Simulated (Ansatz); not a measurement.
## Na4SrCaSi2 under changes of volume

One of the cells (26.086 Å³/atom); the others are scaled copies at fixed shape and fractional positions:

```xyz
8
Lattice="5.2991 0.0000 0.0000 0.0000 5.2991 0.0000 0.0000 0.0000 7.4317" Properties=species:S:1:pos:R:3 pbc="T T T"
Sr    0.0000    0.0000    0.0000
Ca    2.6496    2.6496    3.7159
Si    0.0000    2.6496    1.9150
Si    2.6496    0.0000    5.5167
Na    0.0000    0.0000    3.7159
Na    2.6496    2.6496    0.0000
Na    0.0000    2.6496    5.5227
Na    2.6496    0.0000    1.9090
```

The cell comes from a database or a generator and needn't be the stable form of this composition.

```yaml
Program: Ansatz 0.2.0
Functional: PBEsol
Potentials_or_basis: Ansatz PAW
Cutoff: "420 eV (not typed: the program's choice for these potentials)"
k_mesh: 5 × 5 × 4
Occupations: gaussian, width 0.01 eV
Spin: no spin polarisation
```

```tsv
volume (Å³/atom)	energy over the lowest point (meV/atom)	pressure (GPa)	gap on the mesh (eV)	largest force (eV/Å)
24.521	?	?	?	?
25.043	0.00	0.2	0.15	0.098
25.564	0.30	-0.4	0.13	0.100
26.086	2.34	-0.9	0.12	0.102
26.608	5.94	-1.3	0.10	0.103
27.130	10.94	-1.7	0.09	0.105
27.651	17.21	-2.1	0.08	0.106
```

What does the run at 24.521 Å³/atom give?

Energy over the lowest point 1.63 meV/atom; pressure 0.8 GPa; gap on the mesh 0.16 eV; largest force 0.096 eV/Å.

Worked out: A Birch-Murnaghan fit of order 3 (a polynomial in V^(-2/3)) to the other rows has its minimum at 25.22 Å³/atom with B0 = V·E''(V) = 28 GPa and B' = 4.0 at fixed shape and positions, which overstates the stiffness. It gives 1.62 meV/atom at 24.521 Å³/atom, against the run's 1.63, and -dE/dV = 0.8 GPa, against 0.8.

Energies are extrapolated to zero smearing.

Caveats: odd divisions of the mesh miss points on the zone boundary, where band edges often lie, so the gap on the mesh can be too wide; the PAW data sets come from PBE, with cores solved anew for the run's functional, which leaves a small shift of forces and pressure.

A mesh can miss the band edges. Spin-orbit coupling on Sr is left out.
